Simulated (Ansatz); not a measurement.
# GdMg2: the cost of one run

Program: Ansatz 0.2.0. Level of theory: DFT PBEsol, PAW, plane waves, scalar-relativistic. These are calculated values, not measurements.

## (1) The system as given

It takes space group Fd-3m (No. 227, cubic). Conventional cell: a = 8.550 Å, b = 8.550 Å, c = 8.550 Å, α = 90.00°, β = 90.00°, γ = 90.00°. Mg (site symmetry -3m) has 6 Mg at 3.02 Å as nearest neighbours. Gd (site symmetry -43m) is surrounded by 12 Mg at 3.54 Å and 4 Gd at 3.70 Å.

Coordinates:

```
Mg Gd
1.0
     0.00000    4.27500    4.27500
     4.27500    0.00000    4.27500
     4.27500    4.27500    0.00000
Mg Gd
4 2
Cartesian
  1.0688 1.0688 1.0688
  1.0688 3.2062 3.2062
  3.2063 3.2063 1.0688
  3.2062 1.0688 3.2063
  4.2750 4.2750 4.2750
  6.4125 6.4125 6.4125
```

Atoms are counted from 1 in the order of input.yaml (Gd6 and so on).

Planned first: parallel moments, plain SCF; opposed moments +-, plain SCF; no spin polarisation; spin on, no moments given (the program may seed its own), plain SCF. Further starts follow from what these give.

A plain SCF has the search for lower states switched off and ends at the first converged state. 

The total moment includes the space between the atomic spheres.

## (2) Parallel moments, plain SCF

File input.yaml:

```yaml
crystal:
  lattice:
    - [0.0, 4.275, 4.275]
    - [4.275, 0.0, 4.275]
    - [4.275, 4.275, 0.0]
  atoms:
    - { symbol: Mg, position: [0.125, 0.125, 0.125] }
    - { symbol: Mg, position: [0.625, 0.125, 0.125] }
    - { symbol: Mg, position: [0.125, 0.125, 0.625] }
    - { symbol: Mg, position: [0.125, 0.625, 0.125] }
    - { symbol: Gd, position: [0.5, 0.5, 0.5], spin: 7.0 }
    - { symbol: Gd, position: [0.75, 0.75, 0.75], spin: 7.0 }
magnetization:
  spin_polarized: true
hamiltonian:
  xc: pbesol
  pseudopotentials: { kind: paw }
basis:
  ecutwfc: 420
kpoints:
  mp_grid: { grid: [5, 5, 5] }
scf:
  occupations: { method: fermi_dirac, width: 0.05 }
  lower_state_search: "off"
output:
  forces: true
  stress: true
```

What time and memory should one allow on 2 threads of an x86-64 CPU, shared host?

About 7.4 s, with a peak of 0.59 GiB.
